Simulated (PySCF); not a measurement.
# C4H12Pb (PbMe4): the cost of one run

Programs: PySCF 2.14.0, with routines of our own; each step states its level. All values are computed. Atoms count from 0.

## 1. The system as given

17 atoms, charge 0, multiplicity 1; geometry from: GFN2-xTB.

## 2. NMR shieldings: PBE/pcJ-1 Pb:dyall-v2z, spin–orbit

The job: settings as JSON, then the geometry in Å.

```
{"job": {"xc": "PBE", "basis": {"default": "pcJ-1", "Pb": "dyall-v2z"}, "rel": "so", "kind": "hnmr"}, "charge": 0, "multiplicity": 1}
Pb     0.002820     0.001320    -0.002930
C     -0.007450    -0.014060     2.296190
H     -1.025570     0.065370     2.650840
H      0.567870     0.822310     2.668810
H      0.426650    -0.936510     2.656510
C      2.172770     0.003950    -0.769990
H      2.174490    -0.114610    -1.844480
H      2.717210    -0.814000    -0.318980
H      2.651600     0.938240    -0.511830
C     -1.083860     1.883900    -0.750940
H     -0.965550     1.974090    -1.821620
H     -0.664500     2.755870    -0.268490
H     -2.135220     1.811860    -0.510250
C     -1.080670    -1.872380    -0.776840
H     -2.052630    -1.951570    -0.309090
H     -0.495430    -2.749630    -0.538110
H     -1.202540    -1.804180    -1.848800
```

Level: PBE/pcJ-1 Pb:dyall-v2z GIAO NMR shielding, X2C with spin-orbit coupling, screened-nuclear two-electron part, Gaussian nuclei, gas phase.

Launch:

```sh
$ OMP_NUM_THREADS=1 python heavy_run.py task.json out
```

This one command runs all jobs of the session in turn.

**Question.** How long does this first job take on 1 thread of Intel Xeon 6975P-C, shared host, and how much memory does it need?

About 2.3 min, with a peak of 2.2 GiB.
